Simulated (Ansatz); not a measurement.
# TiTe3Se: further runs on a relaxed guess

The task, for TiTe3Se: compute bands, density of states and charges.

Computed with Ansatz 0.2.0 (DFT PBE, scalar-relativistic, plane waves, PAW, unless a step's input says otherwise).

1 further run of the same task is left out (set aside as unsound or not needed). Runs told in other sessions of the task aren't counted.

### Step 1. The system as given

Symmetry: Pm-3m, No. 221, cubic system. The conventional cell has a = 5.411 Å, b = 5.411 Å, c = 5.411 Å, α = 90.00°, β = 90.00°, γ = 90.00°. Around Ti (site symmetry m-3m) lie 12 Te at 3.83 Å. Around Te (site symmetry 4/mmm) lie 2 Se at 2.71 Å and 4 Ti at 3.83 Å and 8 Te at 3.83 Å. Se (site symmetry m-3m) is surrounded by 6 Te at 2.71 Å.

As a file:

```xyz
5
Lattice="5.4108 0.0000 0.0000 0.0000 5.4108 0.0000 0.0000 0.0000 5.4108" Properties=species:S:1:pos:R:3 pbc="T T T"
Ti    0.0000    0.0000    0.0000
Te    0.0000    2.7054    2.7054
Te    2.7054    0.0000    2.7054
Te    2.7054    2.7054    0.0000
Se    2.7054    2.7054    2.7054
```

The cell was relaxed beforehand at this level, from a database cell with other species swapped in; it is a trial structure. At a tolerance of 0.05 Å it has space group Pm-3m (No. 221); it has 31.68 Å³/atom, an uncorrected energy of +0.64 eV/atom over the elements.

### Step 2. Bands, states and charges

input.yaml

```yaml
crystal:
  lattice:
    - [5.4108178069, 0.0, 0.0]
    - [0.0, 5.4108178069, 0.0]
    - [0.0, 0.0, 5.4108178069]
  atoms:
    - { symbol: Ti, position: [0.0, 0.0, 0.0], spin: 2.23 }
    - { symbol: Te, position: [0.0, 0.5, 0.5] }
    - { symbol: Te, position: [0.5, 0.0, 0.5] }
    - { symbol: Te, position: [0.5, 0.5, 0.0] }
    - { symbol: Se, position: [0.5, 0.5, 0.5] }
basis:
  ecutwfc: 420
kpoints:
  mp_grid: { grid: [8, 8, 8] }
  band_path:
    path:
      - [[0.0, 0.0, 0.0], [0.0, 0.5, 0.0], [0.5, 0.5, 0.0], [0.0, 0.0, 0.0], [0.5, 0.5, 0.5], [0.0, 0.5, 0.0]]
      - [[0.5, 0.5, 0.5], [0.5, 0.5, 0.0]]
    npoints: 14
hamiltonian:
  xc: pbe
scf:
  occupations: { method: gaussian, width: 0.1 }
  n_extra_bands: 12
output:
  forces: true
  stress: true
  eigenvalues: true
  populations: true
  dos: { projected: true, de: 0.02, nscf_kmesh: { grid: [10, 10, 10] } }
  bader: true
  write_density: true
  write_potential: true
  elf: true
  volumetric_format: npy
magnetization:
  spin_polarized: true
checkpoint:
  read: start.run
  write: ck
  compress: false
  write_wavefunctions: false
  write_every: 100000
```

Launch:

```sh
$ ansatz run input.yaml --threads 1 --pin off --max-ram 2560MiB --backend cpu --events-out ev --progress --plain --runs-dir out
```

**Question.** What will these runs give? Wanted: gap; states at the Fermi level; Bader charges.

The runs gave:

| quantity | value |
| --- | --- |
| gap | none (metal) |
| states at the Fermi level | 5.71 per eV per cell |
| Bader charges | Ti +1.16, Te -0.28, Se -0.32 e |

It comes out metallic. Of the projected weight within 0.25 eV of the Fermi level, the largest part is Ti 3d (49 %) and Te 5p (37 %). Bader charges go up to 1.2 e. These runs have no spin-orbit coupling; with Te it would split and shift bands. Other magnetic orders were not searched.
